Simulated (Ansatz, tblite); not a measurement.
**ZrCl4: rung by rung**

Aim: run the singlet of ZrCl4 at one geometry on many levels, and compare frontier levels, spin and run time.

Computed with Ansatz 0.2.0, Gaussian basis. Level: as each input shows.

Levels to be run: GFN1-xTB, GFN2-xTB, PBE-D4/def2-TZVP, r2SCAN-D4/def2-TZVP, LC-ωPBE/def2-TZVP, r2SCANh-D4/def2-TZVP, r2SCAN0-D4/def2-TZVP, BLYP-D4/def2-TZVP, HF/def2-TZVP, HSE06-D4/def2-TZVP, BHLYP-D4/def2-TZVP, PBE-D4/def2-SVP, PBE0-D4/def2-SVP, PBE0-D4/def2-TZVPD, PBE-D4/def2-TZVPD, r2SCAN-D4/def2-TZVPD, CCSD(T)/def2-TZVP, RPA/def2-TZVP.

1 further run of the same task is left out (set aside as unsound or not needed).

### 1 The structure

The geometry is that of the singlet, from an earlier relaxation (r2SCAN-D4/def2-SVP).

5 atoms, charge 0, spin multiplicity 1.

Bond lengths: Zr1–Cl2 2.329 Å, Zr1–Cl3 2.329 Å, Zr1–Cl4 2.329 Å, Zr1–Cl5 2.329 Å. Angles: Cl2–Zr1–Cl3 109.5°, Cl2–Zr1–Cl4 109.5°, Cl2–Zr1–Cl5 109.5°, Cl3–Zr1–Cl4 109.5°, Cl3–Zr1–Cl5 109.5°, Cl4–Zr1–Cl5 109.5°.

Formally the metal is d0. Zr takes a core potential in the def2 sets. No spin-orbit coupling is included.

PBE0-D4/def2-TZVP was run before; its log isn't repeated, and its numbers join the tables.

### 2 GFN1-xTB

Tight binding, by tblite at 300 K electronic temperature and without a spin-polarisation term:

```python
tblite.interface.Calculator('GFN1-xTB', numbers, positions, charge=0, uhf=0).singlepoint()
```

Energy -508.0240 eV, HOMO -13.72 eV, LUMO -10.64 eV; 0.014 s.

### 3 GFN2-xTB

Tight binding, by tblite at 300 K electronic temperature and without a spin-polarisation term:

```python
tblite.interface.Calculator('GFN2-xTB', numbers, positions, charge=0, uhf=0).singlepoint()
```

Energy -546.2392 eV, HOMO -12.53 eV, LUMO -9.70 eV; 0.008 s.

### 4 PBE-D4/def2-TZVP

start.molden holds the orbitals of an earlier run on this state, given as this run's starting guess.

Input file in.yaml:

```yaml
crystal:
  periodic: [false, false, false]
  atoms:
    - {symbol: Zr, position_ang: [0.000008, 0.000001, -0.000002]}
    - {symbol: Cl, position_ang: [0.010761, -0.014879, 2.328662]}
    - {symbol: Cl, position_ang: [2.191948, 0.010694, -0.786344]}
    - {symbol: Cl, position_ang: [-1.106272, 1.903440, -0.758992]}
    - {symbol: Cl, position_ang: [-1.096435, -1.899256, -0.783324]}
basis:
  gaussian: {orbitals: def2-TZVP, initial_orbitals: start.molden}
hamiltonian: {xc: pbe, dispersion: d4}
scf: {omitted_lower_state_checks: [starts]}
output: {orbitals: {seedname: orbitals}}
```

The run is started by

```console
$ ansatz run in.yaml --threads 2 --pin off --events-out ev --progress --plain --max-ram 4352MiB
```

The runs that follow: r2SCAN-D4/def2-TZVP; LC-ωPBE/def2-TZVP; r2SCANh-D4/def2-TZVP; r2SCAN0-D4/def2-TZVP; BLYP-D4/def2-TZVP; HF/def2-TZVP; HSE06-D4/def2-TZVP; BHLYP-D4/def2-TZVP; PBE-D4/def2-SVP; PBE0-D4/def2-SVP; PBE0-D4/def2-TZVPD; PBE-D4/def2-TZVPD; r2SCAN-D4/def2-TZVPD; CCSD(T)/def2-TZVP; RPA/def2-TZVP.

**Question.** What will the summary of the whole plan be? Wanted: gap in def2-TZVP, named functionals and Hartree-Fock, smallest and largest; correlation energy, CCSD(T)/def2-TZVP; binding an atom, CCSD(T)/def2-TZVP; PBE0 total energy, smallest basis above largest.

**Answer**, as computed:

```
                                                                  quantity                             value
gap in def2-TZVP, named functionals and Hartree-Fock, smallest and largest  4.80 eV (BLYP-D4), 13.87 eV (HF)
                                     correlation energy, CCSD(T)/def2-TZVP                         -31.14 eV
                                        binding an atom, CCSD(T)/def2-TZVP                          3.983 eV
                           PBE0 total energy, smallest basis above largest   17.33 eV (def2-SVP, def2-TZVPD)
```

**Reading.** Over the named functionals and Hartree-Fock in def2-TZVP the gap runs from 4.80 eV (BLYP-D4) to 13.87 eV (HF); exact exchange widens it. The functionals in def2-TZVP miss CCSD(T)/def2-TZVP by -0.102 (BHLYP-D4) to +0.143 eV (HSE06-D4) an atom. The reference is CCSD(T) in one finite basis, so it carries an error of its own, often a tenth of an eV or more, and near misses can't be ranked.
